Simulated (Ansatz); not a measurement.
# YZnSi (P-6m2): the equilibrium volume

At what volume is YZnSi (P-6m2) free of pressure?

Program: Ansatz 0.2.0. Level of theory: DFT PBEsol, scalar-relativistic, plane waves, PAW. These are calculated values, not measurements.

2 further runs of the same task are left out: 2 that didn't finish. Runs told in other sessions of the task aren't counted.

### Step 1. Starting point

The structure is hexagonal, space group P-6m2 (No. 187). The conventional cell has a = 4.044 Å, b = 4.044 Å, c = 3.992 Å, α = 90.00°, β = 90.00°, γ = 120.00°. Around Y (site symmetry -6m2) lie 6 Zn at 3.07 Å and 6 Si at 3.07 Å. Si (site symmetry -6m2) has 3 Zn at 2.33 Å and 6 Y at 3.07 Å in its first shell of neighbours. Zn (site symmetry -6m2) is surrounded by 3 Si at 2.33 Å.

As a file:

```cif
data_structure
_symmetry_space_group_name_H-M 'P 1'
_symmetry_Int_Tables_number 1
_cell_length_a 4.0443
_cell_length_b 4.0443
_cell_length_c 3.9921
_cell_angle_alpha 90.000
_cell_angle_beta 90.000
_cell_angle_gamma 120.000
_cell_volume 56.55
loop_
_atom_site_label
_atom_site_type_symbol
_atom_site_fract_x
_atom_site_fract_y
_atom_site_fract_z
_atom_site_occupancy
Y1 Y 0.66667 0.33333 0.00000 1
Si1 Si 0.00000 0.00000 0.50000 1
Zn1 Zn 0.33333 0.66667 0.50000 1
```

### Step 2. The first run (PBEsol, 6×6×4 mesh)

File input.yaml:

```yaml
crystal:
  lattice:
    - [4.0442540015, 2.8e-09, 0.0]
    - [-2.0221270032, 3.5024267033, 0.0]
    - [0.0, 0.0, 3.9921338378]
  atoms:
    - { symbol: "Y", position: [0.6666666667, 0.3333333333, 0.0] }
    - { symbol: Si, position: [0.0, 0.0, 0.5] }
    - { symbol: Zn, position: [0.3333333333, 0.6666666667, 0.5] }
basis:
  ecutwfc: 420
kpoints:
  mp_grid: { grid: [6, 6, 4] }
hamiltonian:
  xc: pbesol
scf:
  occupations: { method: gaussian, width: 0.1 }
output:
  forces: true
  stress: true
  eigenvalues: true
```

Run with:

```sh
ansatz run input.yaml --threads 8 --pin off --max-ram 14336MiB --backend cpu --events-out ev --progress --plain --runs-dir out
```

Log (excerpt; [...] marks lines left out):

```text
Warning: RAYON_NUM_THREADS=8 ignored (pool sized by the plan → 8); use --threads N
[...]
Pseudopotentials: kind: paw
Pseudopotential: Y, paw, valence charge 11, recommended cutoff 420 eV (normal), Y.paw.azcp
Pseudopotential: Si, paw, valence charge 4, recommended cutoff 420 eV (normal), Si.paw.azcp
Pseudopotential: Zn, paw, valence charge 12, recommended cutoff 420 eV (normal), Zn.paw.azcp
Functional definition: PBEsol
[...]
Crystal: 3 atoms, lattice volume = 56.547 Å³
Basis set: ecut = 420 eV, 1117 PW (Γ), exchange–correlation on 60×60×54 points (8 copies of the dense FFT grid, shifted against one another)
Bands: 18, of which v1, the nominal top of the filled ones, is band 14 counted from 1 (13 counted from 0)
Symmetry: 12 space group operations
Space group: P-6m2 (ITA 187), of the structure as read, at distance tolerance 3.8e-5 Å
k-points: 21 of 144 (time reversal used)
[...]
SCF iter   1: F=—  HF=-7699.562440 eV  |F-HF|=—  |Δ(HF+E_count)|=         —  Δρ=5.20e-3  dr2=1.10e-2  ethr=1.77e-3  ⟨swp⟩=4.9  Hψ=1898  notcnv=0
[...]
SCF iter   7: F=-7699.558611 eV  HF=-7699.558611 eV  |F-HF|=1.46e-10  |Δ(HF+E_count)|=   1.03e-7  Δρ=3.78e-6  dr2=6.87e-9  ethr=3.70e-10  ⟨swp⟩=6.0  Hψ=1691  notcnv=0
[...]
SCF converged after 7 iterations
Free energy (F): -7699.558611 eV
[...]
E sigma→0 (E₀):  -7699.549809 eV
Entropy (-TS):   -0.017604 eV (-5.868 meV/atom)
Fermi energy:    10.565305 eV
[...]
--- Forces (eV/Å), atoms counted from 1 ---
  atom   1  Y      0.00000000    -0.00000000     0.00000000
  atom   2  Si     0.00000000    -0.00000000     0.00000000
  atom   3  Zn    -0.00000000     0.00000000     0.00000000
[...]
--- Stress (GPa, compression-positive) ---
        0.846424      -0.000000      -0.000000
       -0.000000       0.846424       0.000000
       -0.000000       0.000000       1.029024
  P = ⅓ Tr σ = 0.9073 GPa (9.073 kbar)
--- Band table (eV; the first three rows and the last of 21) ---
  k-point 0: bands = ["-31.3972", "-11.4635", "-11.3720", "-11.3720", "0.4865", "2.9799", "2.9799", "3.3427", "3.3427", "3.3468", "9.8148", "9.8148", "10.3662", "10.4400", "12.7638", "13.9945", "13.9945", "14.5132"]
[...]
```

Run time: 0.45 s. Hardware: 8 threads of Arm Neoverse V2, shared host; peak memory 0.41 GiB.

This gives: volume 18.849 Å³/atom, pressure 0.91 GPa, metallic.

### Step 3. Full relaxation

input.yaml, as its differences from that of step 2:

```diff
@@ -12,3 +12,3 @@
 kpoints:
-  mp_grid: { grid: [6, 6, 4] }
+  mp_grid: { grid: [9, 9, 8] }
 hamiltonian:
@@ -16,3 +16,3 @@
 scf:
-  occupations: { method: gaussian, width: 0.1 }
+  occupations: { method: gaussian, width: 0.05 }
 output:
@@ -21 +21,6 @@
   eigenvalues: true
+relax:
+  adjacent_minimum: "off"
+  f_tol: 0.01
+  max_steps: 50
+  cell: { stress_tol: 0.1 }
```

Run with:

```sh
ansatz run input.yaml --threads 8 --pin off --max-ram 14336MiB --backend cpu --events-out ev --progress --plain --runs-dir out
```

Log (excerpt; [...] marks lines left out):

```text
Warning: RAYON_NUM_THREADS=8 ignored (pool sized by the plan → 8); use --threads N
[...]
[... 5 set-up lines as earlier in the session ...]
[...]
Crystal: 3 atoms, lattice volume = 56.547 Å³
Basis set: ecut = 420 eV, 1117 PW (Γ), exchange–correlation on 60×60×54 points (8 copies of the dense FFT grid, shifted against one another)
Bands: 18, of which v1, the nominal top of the filled ones, is band 14 counted from 1 (13 counted from 0)
[... 2 set-up lines as earlier in the session ...]
k-points: 60 of 648 (time reversal used)
[...]
        0.000000      -0.000000       0.065905
  P = ⅓ Tr σ = -0.0035 GPa (-0.035 kbar)
--- Band table (eV; the first three rows and the last of 60) ---
  k-point 0: bands = ["-31.5383", "-11.6093", "-11.5058", "-11.5058", "0.4170", "2.8980", "2.8980", "3.2587", "3.2587", "3.2670", "9.6955", "9.6955", "10.2842", "10.3497", "12.5871", "13.8625", "13.8625", "14.3567"]
[...]
--- Relaxed structure (3 steps of the walk, 3 accepted, 1 SCFs on fresh bases) ---
  F+E_penalty+E_count = -7699.58834499 eV   max|allowed force component| = 1.767e-16 eV/Å   (the final SCF, on the basis selected at the relaxed cell)
  cell:  # Å, volume = 57.0058 Å³
    - [4.059768388113163, 2.825304994355149e-9, -3.382128737936941e-34]
    - [-2.0298841965033674, 3.5158625561743486, 5.79167754329398e-34]
    - [-3.3385416906494718e-34, 4.67395836690926e-34, 3.9937947916190497]
  atoms:
    - { symbol: Y, position: [0.6666666666666667, 0.33333333333333337, -5.345529420184391e-51] }
    - { symbol: Si, position: [4.83896233105807e-36, 4.276878973337924e-34, 0.5] }
    - { symbol: Zn, position: [0.33333333333333337, 0.6666666666666667, 0.5] }
```

Wall time 3.2 s (8 threads of Arm Neoverse V2, shared host); peak memory 0.52 GiB.

How the relaxation went:

```csv
step,energy from step 1 (meV/atom),largest force component (eV/Å),pressure (GPa),volume (Å³/atom)
1,0.0,0.000,0.87,18.849
2,-0.4,0.000,-0.05,19.029
3,-0.4,0.000,-0.01,19.002
4,-0.5,0.000,0.00,19.002
```

Step 1 is the start. Step 4 repeats the geometry before it on a plane-wave basis chosen anew for the final cell, which leaves the energy as it was.

This gives: volume 19.002 Å³/atom, pressure 0.00 GPa, a metal on this mesh.

### Step 4. The cell, before and after

The cell before and after:

| cell as typed | before | after | change |
| --- | --- | --- | --- |
| a (Å) | 4.044 | 4.060 | +0.4 % |
| b (Å) | 4.044 | 4.060 | +0.4 % |
| c (Å) | 3.992 | 3.994 | 0 % |
| volume (Å³/atom) | 18.849 | 19.002 | +0.8 % |
| shortest distance (Å) | 2.335 | 2.344 | +0.4 % |
| space group | P-6m2 | P-6m2 | same |

### Step 5. What came out

| quantity | value |
| --- | --- |
| volume | 19.002 Å³/atom |
| pressure | 0.00 GPa |
| conventional cell | a = 4.060 Å, b = 4.060 Å, c = 3.994 Å, α = 90.00°, β = 90.00°, γ = 120.00° |
| gap on the mesh | none (metal) |

From the first run shown, the volume went from 18.85 to 19.00 Å³/atom (+0.8 %) in 2 runs, where the pressure is zero within 0.01 GPa.
